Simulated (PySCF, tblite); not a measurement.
**C4H8BN3: geometry, infrared bands and NMR shifts**

Aim: predict the infrared bands and NMR shifts of C4H8BN3 (`[H]/N=C/C(C=C)=N\BN`).

The runs use tblite 0.8.0 and PySCF 2.14.0, with density-fitted response routines of our own; the level of theory stands in each step. All values are computed, except where a source is named. Atoms count from 0, in the outputs and in this text.

### 1 Starting geometry

16 atoms, charge 0, multiplicity 1; geometry from: force field or distance geometry start.

Bonds of the start (Å): C0–C1 1.30, C1–C2 1.46, C2–C3 1.45, C3–N4 1.27, C2–N5 1.30, N5–B6 1.52, B6–N7 1.53, C0–H8 1.10, C0–H9 1.09, C1–H10 1.10, C3–H11 1.12, N4–H12 1.04, B6–H13 1.20, N7–H14 1.07, N7–H15 1.04.

### 2 Relaxing the molecule with GFN2-xTB

What the job is given:

```
{"job": {"kind": "relax", "xc": "GFN2-xTB", "basis": "xTB"}, "charge": 0, "multiplicity": 1}
C     -1.548900     1.500500     0.109600
C     -0.426200     0.848800     0.109500
C     -0.185300    -0.463900     0.706400
C     -1.205700    -1.252500     1.374200
N     -2.421700    -0.925500     1.563800
N      0.990600    -1.006200     0.637600
B      2.078900    -0.204500    -0.062600
N      2.035500     0.070200    -1.567600
H     -1.587500     2.491700    -0.370500
H     -2.490600     1.171000     0.539400
H      0.420600     1.356500    -0.374000
H     -0.921500    -2.248900     1.793000
H     -3.071400    -1.569600     2.068300
H      3.170100    -0.300500     0.437400
H      2.368800     1.068400    -1.739800
H      2.786700    -0.526600    -1.968600
```

Command:

```console
$ OMP_NUM_THREADS=1 python probes_run.py task.json out
```

The driver reads the jobs from task.json and runs them one after another.

**Question.** This job is followed by: GFN2-xTB harmonic vibrations, gas phase; GIAO PBE0/pcSseg-1 NMR shielding, non-relativistic, gas phase. Predict these results of the whole session: strongest single infrared mode (GFN2-xTB); zero-point energy (GFN2-xTB); 13C shifts against TMS (PBE0/pcSseg-1); 1H shifts against TMS (PBE0/pcSseg-1, means over atoms taken as alike); 15N shifts against NH3 (PBE0/pcSseg-1); 11B shifts against BF3·OEt2 (PBE0/pcSseg-1).

The runs gave:

```
                                                              quantity                                          value
                             strongest single infrared mode (GFN2-xTB)                          1347 cm⁻¹, 297 km/mol
                                          zero-point energy (GFN2-xTB)                                  76.1 kcal/mol
                                13C shifts against TMS (PBE0/pcSseg-1)                 176.7, 155.7, 144.4, 140.4 ppm
1H shifts against TMS (PBE0/pcSseg-1, means over atoms taken as alike)  11.92, 8.45, 8.08, 6.67, 6.33, 5.09, 2.29 ppm
                                15N shifts against NH3 (PBE0/pcSseg-1)                         439.5, 379.4, 62.5 ppm
                           11B shifts against BF3·OEt2 (PBE0/pcSseg-1)                                       19.7 ppm
```

What this shows: Over 131 steps the energy fell by 1.862 eV; of the close pairs, N5–B6 changed most, 1.522 to 1.380 Å. All 42 modes are real, so the xTB geometry is a minimum. The strongest single mode, at 1347 cm⁻¹, is spread over many atoms; the largest shares are those of B6. GFN2-xTB is a fitted tight-binding method: band positions and strengths are rough. Its intensities can rank the bands wrongly. At PBE0/pcSseg-1: The widest tensor belongs to N4: span 736 ppm, with a paramagnetic part of -431 ppm.
